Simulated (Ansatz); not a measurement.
# CH₇InOSSi: up Jacob's ladder to CCSD(T)

One table from this session's results is given with a row withheld; the runs are named, their logs left out.

Computed with Ansatz 0.2.0, Gaussian basis. Level: functionals in def2-TZVPP, the program's frozen cores in correlated methods.

Levels to be run: PBE-D4, r2SCAN-D4, PBE0-D4, B3LYP-D4, ωB97X-V, ωB97M-V, B2PLYP; CCSD(T)/def2-TZVPP; MP2/def2-QZVPP; extrapolation to the limit.

**Structure used throughout**

All runs share one geometry, relaxed beforehand with PBE0-D4 in a triple-zeta def2 set. In takes the def2 core potential; no spin-orbit term is included.

SMILES `[CH3][In]([SH])[SiH2]O`, 12 atoms, charge 0, spin multiplicity 1.

Atoms are counted from 1 here; the program's logs count them from 0.

Bond lengths: C1–In2 2.147 Å, C1–H6 1.091 Å, C1–H7 1.091 Å, C1–H8 1.089 Å, In2–S3 2.421 Å, In2–Si4 2.576 Å, S3–H9 1.343 Å, Si4–O5 1.653 Å, Si4–H10 1.494 Å, Si4–H11 1.486 Å, O5–H12 0.958 Å. Angles: In2–C1–H6 109.0°, In2–C1–H7 109.1°, In2–C1–H8 111.8°, H6–C1–H7 108.4°, H6–C1–H8 109.2°, H7–C1–H8 109.2°, C1–In2–S3 113.4°, C1–In2–Si4 138.9°, S3–In2–Si4 107.7°, In2–S3–H9 95.5°, In2–Si4–O5 110.7°, In2–Si4–H10 109.3°, In2–Si4–H11 112.5°, O5–Si4–H10 111.4°, O5–Si4–H11 105.8°, H10–Si4–H11 107.2°, Si4–O5–H12 117.7°.

The first run:

in.yaml reads:

```yaml
crystal:
  periodic: [false, false, false]
  atoms:
    - {symbol: C, position_ang: [-1.614778, 1.659357, -0.809435]}
    - {symbol: In, position_ang: [-0.065239, 0.299211, -0.210239]}
    - {symbol: S, position_ang: [2.030264, 0.657947, -1.368683]}
    - {symbol: Si, position_ang: [0.255438, -1.696025, 1.387461]}
    - {symbol: O, position_ang: [1.860005, -2.058584, 1.553176]}
    - {symbol: H, position_ang: [-1.291716, 2.681049, -0.602094]}
    - {symbol: H, position_ang: [-1.780470, 1.562109, -1.883842]}
    - {symbol: H, position_ang: [-2.548664, 1.464842, -0.283249]}
    - {symbol: H, position_ang: [1.574039, 1.644540, -2.156731]}
    - {symbol: H, position_ang: [-0.517054, -2.867051, 0.874395]}
    - {symbol: H, position_ang: [-0.239155, -1.410083, 2.758828]}
    - {symbol: H, position_ang: [2.414232, -1.992510, 0.774315]}
basis:
  gaussian: {orbitals: def2-TZVPP}
hamiltonian: {xc: pbe, dispersion: d4}
output: {forces: true, orbitals: {seedname: orbitals}}
```

On the command line:

```console
ansatz run in.yaml --threads 2 --pin off --events-out ev --progress --plain --max-ram 32768MiB --backend cuda --devices 0, --max-vram 18GiB
```

Steps of the session up to this table: PBE-D4 (GGA); r2SCAN-D4 (meta-GGA); PBE0-D4 (hybrid); B3LYP-D4 (hybrid); ωB97X-V (range-separated); ωB97M-V (range-separated); B2PLYP (double hybrid); CCSD(T) in def2-TZVPP; MP2 in def2-QZVPP.

One of the session's tables, all rows but one given; the rest of the session is left out.

| method | atomisation energy (eV) |
| --- | --- |
| PBE-D4 | 40.269 |
| r2SCAN-D4 | 40.149 |
| PBE0-D4 | 39.777 |
| B3LYP-D4 | 39.776 |
| ωB97X-V | 40.291 |
| ωB97M-V | 40.194 |
| B2PLYP | 39.384 |
| HF/def2-TZVPP | 29.002 |
| MP2/def2-TZVPP | 39.442 |
| CCSD/def2-TZVPP | ? |
| CCSD(T)/def2-TZVPP | 39.124 |
| MP2/CBS | 40.587 |
| CCSD(T)/CBS | 40.270 |

Estimate the missing values for CCSD/def2-TZVPP.

**Answer.** atomisation energy (eV): 38.545. In the column «atomisation energy (eV)» it lies between HF/def2-TZVPP (29.002) and CCSD(T)/def2-TZVPP (39.124).

Limits of these values: Free atoms (1 C, 1 In, 1 S, 1 Si, 1 O, 7 H) were run apart at each level; the atomisation energy is their sum less the molecule, without zero-point or spin-orbit terms.
